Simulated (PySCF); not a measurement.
# What single edits do to a PySCF run on HgB

What does each single edit do to the base result for HgB?

Program: PySCF 2.14.0. Level of theory: method and basis as typed in the scripts. These are calculated values, not measurements.

5 further runs of the same task are left out: 5 that didn't finish.

## Step 1: The system as given

HgB: 2 atoms, charge 0, spin multiplicity 2.

Bond lengths: Hg1–B2 2.190 Å.

## Step 2: The base run

input.py

```python
from pyscf import gto, scf

mol = gto.M(
    atom='Hg 0 0 0; B 0 0 2.19',
    basis='sbkjc',
    ecp={'Hg': 'sbkjc', 'B': 'sbkjc'},
    charge=0,
    spin=1,
    symmetry=True,
    verbose=4,
)
mf = scf.UHF(mol)
mf = mf.newton()
mf.kernel()
mf.dip_moment()
print('orbital energies (hartree):', [e[max(0, n-3):n+3].round(4) for e, n in zip(mf.mo_energy, mol.nelec)])
```

On the command line:

```sh
OMP_NUM_THREADS=1 python input.py
```

Its log is not repeated here.

It gives: E(SCF) = -153.071281 Eh, 6 macro-iterations, ⟨S²⟩ = 0.784, μ = 0.71 D.

The bond length is a typed value, not an optimised one.

## Step 3: Density fitting weigend

Run 1 changes density fitting: none → weigend.

input.py

```python
from pyscf import gto, scf

mol = gto.M(
    atom='Hg 0 0 0; B 0 0 2.19',
    basis='sbkjc',
    ecp={'Hg': 'sbkjc', 'B': 'sbkjc'},
    charge=0,
    spin=1,
    symmetry=True,
    verbose=4,
)
mf = scf.UHF(mol)
mf = mf.density_fit(auxbasis='weigend')
mf = mf.newton()
mf.kernel()
mf.dip_moment()
print('orbital energies (hartree):', [e[max(0, n-3):n+3].round(4) for e, n in zip(mf.mo_energy, mol.nelec)])
```

On the command line:

```sh
OMP_NUM_THREADS=1 python input.py
```

Q: Predict the outcome of this session. Wanted: for each run, E(SCF); from base; gap, α spin; SCF dipole.

**Answer**, as computed:

```tsv
run	E(SCF) (hartree)	from base (eV)	cycles	gap, α spin (eV)	SCF dipole (D)
base	-153.071281	0	6 macro	-11.96	0.71
density fitting weigend (poor choice)	-152.901031	not comparable	5 macro	-11.33	0.64
```

Distance from each run's final energy (log10 hartree) by cycle:

```tsv
run	cycle 1	cycle 2	cycle 3	cycle 5	cycle 8	cycle 12
base	0.3	-1.0	-2.3	< -11	done	done
density fitting weigend (poor choice)	0.2	-1.0	-2.4	< -11	done	done
```

What this shows: Rows marked «poor choice» come from settings spoiled on purpose.
